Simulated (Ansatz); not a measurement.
# IrRh5: the cost of one run

Computed with Ansatz 0.2.0 (DFT PBE, scalar-relativistic, plane waves, PAW, unless a step's input says otherwise).

2 further runs of the same task are left out: 1 that didn't finish, 1 set aside as unsound or not needed.

## 1. The structure to begin with

Symmetry: P-62m, No. 189, hexagonal system. Conventional cell: a = 4.647 Å, b = 4.647 Å, c = 4.386 Å, α = 90.00°, β = 90.00°, γ = 120.00°. Ir (site symmetry -62m) has 12 Rh at 2.68 to 2.69 Å as nearest neighbours. Rh (site symmetry -6) has 9 Rh at 2.68 to 2.69 Å and 3 Ir at 2.68 Å as nearest neighbours. Rh (site symmetry m2m) is surrounded by 10 Rh at 2.68 to 2.69 Å and 2 Ir at 2.69 Å.

Structure file:

```
CELL_PARAMETERS angstrom
4.64717 0.00000 0.00000
-2.32358 4.02457 0.00000
0.00000 0.00000 4.38627
ATOMIC_POSITIONS crystal
Ir 0.00000 0.00000 0.00000
Rh 0.66667 0.33333 0.00000
Rh 0.33333 0.66667 0.00000
Rh 0.33333 0.00000 0.50000
Rh 0.00000 0.33333 0.50000
Rh 0.66667 0.66667 0.50000
```

The start is an ordering of an alloy on its end members' structure types: elements ordered on the sites of the Ag type, Rh/Ir on Ag (P-62m, No. 189).

## 2. Probe: one point on a coarse mesh

input.yaml reads:

```yaml
crystal:
  lattice:
    - [4.64716797, 0.0, 0.0]
    - [-2.32358399, 4.02456552, 0.0]
    - [0.0, 0.0, 4.38627272]
  atoms:
    - { symbol: Ir, position: [0.0, 0.0, 0.0] }
    - { symbol: Rh, position: [0.66666667, 0.33333333, 0.0] }
    - { symbol: Rh, position: [0.33333333, 0.66666667, 0.0] }
    - { symbol: Rh, position: [0.33333333, 0.0, 0.5] }
    - { symbol: Rh, position: [0.0, 0.33333333, 0.5] }
    - { symbol: Rh, position: [0.66666667, 0.66666667, 0.5] }
basis:
  ecutwfc: 420
kpoints:
  mp_grid: { grid: [6, 6, 4] }
hamiltonian:
  xc: pbe
scf:
  occupations: { method: gaussian, width: 0.1 }
  lower_state_search: "off"
output:
  forces: true
  stress: true
  eigenvalues: true
```

Started as:

```bash
$ ansatz run input.yaml --threads 1 --pin off --max-ram 2560MiB --backend cpu --events-out ev --progress --plain --runs-dir out
```

Q: Estimate wall time and peak memory on 1 thread of Intel Xeon Platinum 8488C (Sapphire Rapids), shared host.

About 4.8 s, with a peak of 0.42 GiB.
